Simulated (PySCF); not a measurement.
# Br6Ti ([TiBr6]3-): the cost of one run

Computed with PySCF 2.14.0 and routines of our own; the level stands in each step. Atoms count from 0.

## (1) The starting structure

7 atoms, charge -3, states of the metal's open shell are computed; geometry from: model geometry, bond lengths from ionic radii.

## (2) Ligand-field states: state-averaged CASSCF in water

What the job is given:

```
{"job": {"kind": "lf", "basis": {"metal": "x2c-TZVPall", "ligand": "x2c-SVPall"}, "nevpt": true, "solvent": "water"}, "charge": -3, "metal": "Ti", "open_shell": "d1"}
Ti     0.000000     0.000000     0.000000
Br     0.000000     0.000000     2.530000
Br     0.000000     0.000000    -2.530000
Br     2.530000     0.000000     0.000000
Br    -2.530000     0.000000     0.000000
Br     0.000000     2.530000     0.000000
Br    -0.000000    -2.530000     0.000000
```

Method: state-averaged CASSCF of the metal d shell, SC-NEVPT2 on the averaged canonical orbitals, state-interaction spin-orbit coupling.

Launch:

```bash
$ OMP_NUM_THREADS=1 python lf_run.py task.json out
```

The driver reads the jobs from task.json and runs them one after another.

Q: Estimate the wall time and peak memory of this first job on 1 thread of Arm Neoverse V1, shared host.

About 1.8 min, with a peak of 0.84 GiB.
